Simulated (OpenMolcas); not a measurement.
# Re⁵⁺ among point charges: CASSCF and CASPT2 levels and susceptibility

How does a field of 3 point charges split the states of Re⁵⁺, and what χT follows?

Method: state-averaged CASSCF and CASPT2, spin-orbit coupling by RASSI with atomic mean-field integrals. Code: OpenMolcas 26.06.

## (1) Starting point

- Species: Re⁵⁺ (rhenium, Z = 75, 70 electrons)
- Basis: ANO-RCC-VDZP [7s6p4d2f1g], 68 functions
- Scalar Hamiltonian: DKH2, point nucleus
- Inactive shells: 1s 2s 2p 3s 3p 3d 4s 4p 4d 4f 5s 5p
- Active space: 2 electrons in 5 orbitals (5d)
- Some configurations of this space: 5d2
- Orbitals: optimised for each spin and parity, averaged over all roots

Outer shells as boxes (Hund's rule):

5d2
```
5d [↑ ][↑ ][  ][  ][  ]
```

The ion sits among 3 point charges of -0.65 e arranged as a planar triangle (D3h), 1.96 Å from the ion.

Each step is its own input file, run in one work folder so that later steps find the files of earlier ones. Labels, J, g values, rates, χT and fits are worked out afterwards by a script from the matrices that RASSI stores.

## (2) GATEWAY and SEWARD: basis and integrals

a.inp reads:

```
&GATEWAY
Coord
1

Re 0.0 0.0 0.0
Basis=ANO-RCC-VDZP
Group=NoSym
NoMove
AngMom=0.0 0.0 0.0
AMFI
XField
3 Angstrom 0
1.960000 0.000000 0.000000 -0.650000
-0.980000 1.697410 0.000000 -0.650000
-0.980000 -1.697410 0.000000 -0.650000
&SEWARD
```

Launch:

```bash
OMP_NUM_THREADS=1 MOLCAS_MEM=1689 MOLCAS_PROJECT=a pymolcas a.inp > a.log
```

## (3) CASSCF: triplets, 10 roots

a.inp reads:

```
&RASSCF
FileOrb=start.orb
Symmetry=1
Spin=3
nActEl=2 0 0
Inactive=34
Ras2=5
CIRoot=10 10 1
SDav=10
CIMx=300
Iter=120 100
PrWF=0.3
OrbListing=Nothing
MaxOrb=0
>>> COPY $Project.JobIph JOB001
```

start.orb holds the contracted functions of the basis, ordered by shell, or the orbitals of the step before.

## (4) CASSCF: singlets, 15 roots

a.inp reads:

```
&RASSCF
FileOrb=start.orb
Symmetry=1
Spin=1
nActEl=2 0 0
Inactive=34
Ras2=5
CIRoot=15 15 1
SDav=15
CIMx=300
Iter=120 100
PrWF=0.3
OrbListing=Nothing
MaxOrb=0
>>> COPY $Project.JobIph JOB002
```

## (5) RASSI: spin-orbit coupling between the states

a.inp reads:

```
&RASSI
NrOfJobIphs=2 10 15
1 2 3 4 5 6 7 8 9 10
1 2 3 4 5 6 7 8 9 10 11 12 13 14 15
IphNames
JOB001
JOB002
EJob
SpinOrbit
DIPRint=1.0
SOCoupling=1000.0
Subsets=2
Property=9
'ANGMOM' 1 'ANGMOM' 2 'ANGMOM' 3 'MLTPL  1' 1 'MLTPL  1' 2 'MLTPL  1' 3
'AMFI' 1 'AMFI' 2 'AMFI' 3
SOProperty=3
'ANGMOM' 1 'ANGMOM' 2 'ANGMOM' 3
```

## (6) CASPT2: IPEA 0.25, imaginary shift 0.1 (closed shells correlated: 4f 5s 5p)

a.inp reads:

```
>>> COPY JOB001 $Project.JobIph
&CASPT2
Multistate=10 1 2 3 4 5 6 7 8 9 10
NoMult
Frozen=23
IPEA=0.25
Imaginary=0.1
MaxIter=60
WThr=0.0 0.3 0.05
PrWF=0.5
NoMix
>>> COPY JOB002 $Project.JobIph
&CASPT2
Multistate=15 1 2 3 4 5 6 7 8 9 10 11 12 13 14 15
NoMult
Frozen=23
IPEA=0.25
Imaginary=0.1
MaxIter=60
WThr=0.0 0.3 0.05
PrWF=0.5
NoMix
```

(Steps that only read results are left out.)

What does the calculation give? Wanted: spin-free ground state; first state of the same spin within the active space; lowest level; next level.

The runs gave:

| quantity | value |
| --- | --- |
| method | SS-CASPT2, IPEA 0.25, imaginary shift 0.1 (closed shells correlated: 4f 5s 5p) |
| spin-free ground state | 3A2, 1-fold in its orbital part |
| first state of the same spin within the active space | 3E at 737 cm⁻¹ |
| lowest level | 1-fold A1 |
| next level | 1063.6 cm⁻¹ |
| χT at 300 K | 0.12 cm³ K/mol |
| effective moment at 300 K | 0.99 μB |

Cost by method:

| method | time of its own steps | time with the reference |
| --- | --- | --- |
| A. CASSCF | 5.2 s | 5.2 s |
| B. SS-CASPT2, IPEA 0.25, imaginary shift 0.1, +4f 5s 5p | 6.3 s | 11 s |

Times are of one thread on a shared host.

**Reading.** The spin-free ground state (3A2) comes to 96 % from free-ion F terms and keeps the highest spin of the shell. χT at 300 K is 0.12, against 1.00 cm³ K/mol for the spin alone, so spin-orbit coupling lowers it. CASPT2 does not keep the components of a term degenerate, and the means are used. The field of point charges can differ much from that of real complexes. Point charges carry no covalency, so the field is a model and not that of real ligands.
